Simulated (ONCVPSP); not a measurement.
# Pseudopotential generation for Cu: ONCV, PW91

Aim: build the potential from the settings below, then test how well it stands in for the atom: other configurations, scattering, ghost states and the plane-wave cutoff that it needs.

Program: ONCVPSP 4.0.1. Reference atom: PW91, scalar-relativistic, spherical and spin-unpolarised. All values are calculated.

## (1) The design

Typed settings, in words:

```
element                 : copper (Cu, Z = 29)
type                    : optimised norm-conserving Vanderbilt (ONCV)
frozen core             : [Ne] 3s2
valence charge          : 17
reference configuration : 3p6 3d10 4s0.75 4p0.25
partial waves           : 4s: rc 2.15 bohr, ncon 3, nbas 6, qcut 3.2 1/bohr, 1 projector; 3p+4p: rc 1.05 bohr, ncon 3, nbas 7, qcut 11.3 1/bohr, 2 projectors; 3d: rc 0.95 bohr, ncon 4, nbas 9, qcut 17.5 1/bohr, 2 projectors, debl 3.1 Ha
local potential         : polynomial inside 0.70 bohr (lpopt 5, dvloc0 1 Ha)
core correction         : Teter function fitted to the true core (icmod 2), fcfact 0.75
```

## (2) The generation run

Input file Cu.dat:

```
# ATOM AND REFERENCE CONFIGURATION
# atsym  z   nc   nv     iexc    psfile
  Cu 29.00    4    4  -109134      upf
#
#   n    l    f
    1    0    2.00
    2    0    2.00
    2    1    6.00
    3    0    2.00
    3    1    6.00
    3    2   10.00
    4    0    0.75
    4    1    0.25
#
# PSEUDOPOTENTIAL AND OPTIMIZATION
# lmax
    2
#
#   l,   rc,      ep,       ncon, nbas, qcut
    0    2.15    0.00    3    6    3.20
    1    1.05    0.00    3    7   11.30
    2    0.95    0.00    4    9   17.50
#
# LOCAL POTENTIAL
# lloc, lpopt,  rc(5),   dvloc0
    4    5    0.70    1.00
#
# VANDERBILT-KLEINMAN-BYLANDER PROJECTORs
# l, nproj, debl
    0    1    1.90
    1    2    3.90
    2    2    3.10
#
# MODEL CORE CHARGE
# icmod, fcfact, rcfact
    2    0.75    1.05
#
# LOG DERIVATIVE ANALYSIS
# epsh1, epsh2, depsh
   -4.00    5.00    0.02
#
# OUTPUT GRID
# rlmax, drl
    6.00    0.01
#
# TEST CONFIGURATIONS
# ncnf
    4
# nvcnf
#   n    l    f
    4
    3    1    6.00
    3    2   10.00
    4    0    1.00
    4    1    0.00
#
    4
    3    1    6.00
    3    2   10.00
    4    0    0.00
    4    1    0.00
#
    4
    3    1    6.00
    3    2    9.00
    4    0    0.00
    4    1    0.00
#
    4
    3    1    6.00
    3    2    9.00
    4    0    1.00
    4    1    1.00
#
```

Run with:

```bash
$ oncvpsp.x < Cu.dat > Cu.out
```

Q: Predict the outcome of this session. Wanted: cutoffs for 1 and 0.1 mHa per electron, occupied waves; bound ghosts; GHOST(+) flags; largest test error; largest phase difference near zero energy, channels read; rms error of d²Exc/dn², without and with the model core.

**Answer**, as computed:

| quantity | value |
| --- | --- |
| cutoffs for 1 and 0.1 mHa per electron, occupied waves | 112 Ha and 127 Ha |
| bound ghosts | s at -293.88 eV |
| GHOST(+) flags | none at low energy |
| largest test error (AE − PS) | -5.1 meV, for 3p6 3d10 4s0 4p0 (2 tests unsolved) |
| largest phase difference near zero energy, channels read | 0.009 rad |
| rms error of d²Exc/dn², without and with the model core | 2.60 and 1.94 mHa |

**Reading.** It has a bound ghost (s), a state that the atom doesn't have, and that rules the file out. The worst unpolarised test, 3p6 3d10 4s0 4p0, is off by 5.1 meV on 7.2 eV; by total energies transferability rates as good where solved. Atomic tests can pass in spite of a ghost, since they solve only for the levels asked. Of the tests 2 gave no usable energy difference, which is a warning in itself. By its cutoff, 112 Ha for the looser tolerance, it is very hard. At the looser tolerance the 3d wave is the slowest; 3p needs 45 Ha. Near zero energy the phases of the channels with partial waves agree within 0.009 rad. All of this concerns the isolated atom, not yet a solid.
